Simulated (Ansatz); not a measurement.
# Nb: response to strain

Nb is deformed so: zz strain of +3 %. What stress and forces result, by LAPW, PAW and all-electron datasets made for the crystal?

Method: DFT PBEsol, scalar-relativistic, in Ansatz 0.2.0.

2 further runs of the same task are left out: 2 set aside as unsound or not needed.

## (1) The starting structure

It takes space group Fm-3m (No. 225, cubic). Conventional cell: a = 4.230 Å, b = 4.230 Å, c = 4.230 Å, α = 90.00°, β = 90.00°, γ = 90.00°. Nb (site symmetry m-3m) is surrounded by 12 Nb at 2.99 Å.

As a file:

```cif
data_structure
_symmetry_space_group_name_H-M 'P 1'
_symmetry_Int_Tables_number 1
_cell_length_a 2.9911
_cell_length_b 2.9911
_cell_length_c 2.9911
_cell_angle_alpha 60.000
_cell_angle_beta 60.000
_cell_angle_gamma 60.000
_cell_volume 18.92
loop_
_atom_site_label
_atom_site_type_symbol
_atom_site_fract_x
_atom_site_fract_y
_atom_site_fract_z
_atom_site_occupancy
Nb1 Nb 0.00000 0.00000 0.00000 1
```

## (2) The deformed structure

Space group Fm-3m before, I4/mmm after.

## (3) Full-potential LAPW

File input.yaml:

```yaml
crystal:
  lattice:
    - [0.0, 2.115, 2.17845]
    - [2.115, 0.0, 2.17845]
    - [2.115, 2.115, 0.0]
  atoms:
    - { symbol: Nb, position: [0.0, 0.0, 0.0] }
kpoints:
  mp_grid: { grid: [13, 13, 13] }
  band_path:
    path:
      - [0.0, 0.0, 0.0]
      - [0.0, 0.5, 0.5]
      - [0.25, 0.75, 0.5]
      - [0.0, 0.5, 0.0]
      - [0.0, 0.0, 0.0]
      - [0.5, 0.5, 0.0]
      - [0.3678244886, 0.6321755114, 0.0]
      - [-0.3678244886, 0.3678244886, 0.0]
      - [0.0, 0.0, 0.0]
    npoints: 5
scf:
  occupations: { method: fermi_dirac, width: 0.08 }
hamiltonian:
  xc: pbesol
  pseudopotentials: { kind: all_electron, lapw: { basis_error: 0.00025 } }
output:
  forces: true
  stress: true
  eigenvalues: true
```

Started as:

```sh
$ ansatz run input.yaml --threads 1 --pin off --max-ram 3072MiB --backend cpu --events-out ev --progress --plain --runs-dir out
```

## (4) PAW on the default files

File input.yaml:

```yaml
crystal:
  lattice:
    - [0.0, 2.115, 2.17845]
    - [2.115, 0.0, 2.17845]
    - [2.115, 2.115, 0.0]
  atoms:
    - { symbol: Nb, position: [0.0, 0.0, 0.0] }
kpoints:
  mp_grid: { grid: [13, 13, 13] }
scf:
  occupations: { method: fermi_dirac, width: 0.08 }
hamiltonian:
  xc: pbesol
  pseudopotentials: { kind: paw }
output:
  forces: true
  stress: true
  eigenvalues: true
  efg: { contact_densities: true }
```

## (5) All-electron PAW on datasets made for the crystal

Changes to input.yaml since step 4:

```diff
@@ -13,3 +13,3 @@
   xc: pbesol
-  pseudopotentials: { kind: paw }
+  pseudopotentials: { kind: all_electron, datasets: crystal }
 output:
```

(Steps that only read results are left out.)

**Question.** What will these runs give? Wanted: pressure; largest shear or deviatoric stress.

The runs gave:

| quantity | value |
| --- | --- |
| pressure | LAPW -11.04, PAW -11.02, crystal datasets -11.04 GPa |
| largest shear or deviatoric stress (LAPW) | 4.11 GPa |

Against the undeformed cell the largest change of stress is -6.45 GPa, in the yy component (others tie with it). PAW: stress within 0.02 GPa of LAPW. Crystal datasets: stress within 0.01 GPa of LAPW.
